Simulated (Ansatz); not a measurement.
# ScAl: pressure up to the limit of the methods

One table from this session's results is given with a row withheld; the runs are named, their logs left out.

Computed with Ansatz 0.2.0 (DFT, LDA, PAW with Ansatz's default frozen-core files, scalar-relativistic, unless a step's input says otherwise).

### Starting point

The structure is cubic, space group Pm-3m (No. 221). The conventional cell has a = 3.370 Å, b = 3.370 Å, c = 3.370 Å, α = 90.00°, β = 90.00°, γ = 90.00°. Around Sc (site symmetry m-3m) lie 8 Al at 2.92 Å. Al (site symmetry m-3m) is surrounded by 8 Sc at 2.92 Å.

As a file:

```cif
data_structure
_symmetry_space_group_name_H-M 'P 1'
_symmetry_Int_Tables_number 1
_cell_length_a 3.3703
_cell_length_b 3.3703
_cell_length_c 3.3703
_cell_angle_alpha 90.000
_cell_angle_beta 90.000
_cell_angle_gamma 90.000
_cell_volume 38.28
loop_
_atom_site_label
_atom_site_type_symbol
_atom_site_fract_x
_atom_site_fract_y
_atom_site_fract_z
_atom_site_occupancy
Sc1 Sc 0.50000 0.50000 0.50000 1
Al1 Al 0.00000 0.00000 0.00000 1
```

Whether this phase is the stable one at these pressures isn't tested.

Atoms are numbered in the order of the input: Sc1, Al2.

The first run:

Contents of input.yaml:

```yaml
crystal:
  lattice:
    - [3.37034897, 0.0, 0.0]
    - [0.0, 3.37034897, 0.0]
    - [0.0, 0.0, 3.37034897]
  atoms:
    - { symbol: Sc, position: [0.5, 0.5, 0.5] }
    - { symbol: Al, position: [0.0, 0.0, 0.0] }
kpoints:
  mp_grid: { grid: [11, 11, 11] }
scf:
  occupations: { method: fermi_dirac, width: 0.05 }
hamiltonian:
  xc: lda
  pseudopotentials: { kind: paw }
output:
  forces: true
  stress: true
  write_density: true
  write_potential: true
  elf: true
  volumetric_format: npy
relax:
  f_tol: 0.01
  max_steps: 30
```

On the command line:

```
$ ansatz run input.yaml --threads 1 --pin off --max-ram 2048MiB --backend cpu --events-out ev --progress --plain --runs-dir out
```

Among the steps run: Atoms relaxed at the given volume, PAW; Volume scaled by 1, PAW; Atoms relaxed at 0.85 of the volume, PAW; Volume scaled by 0.85, PAW; Atoms relaxed at 0.45 of the volume, PAW; Volume scaled by 0.45, PAW; Atoms relaxed at 0.4 of the volume, PAW; Volume scaled by 0.4, PAW.

One of the session's tables, all rows but one given; the rest of the session is left out.

```
method  volume over the first  volume (Å³/atom)  pressure (GPa)
   PAW                      1            19.142           -4.28
   PAW                   0.85            16.271           11.35
   PAW                   0.45             8.614          240.06
   PAW                    0.4                 ?               ?
```

Q: Estimate the row for PAW, 0.4 from the others.

**Answer.** volume (Å³/atom): 7.657; pressure (GPa): 331.58. In the column «volume (Å³/atom)» it is the lowest.

Caveats from the session: Warnings in the runs' records: stress scf threshold loose.
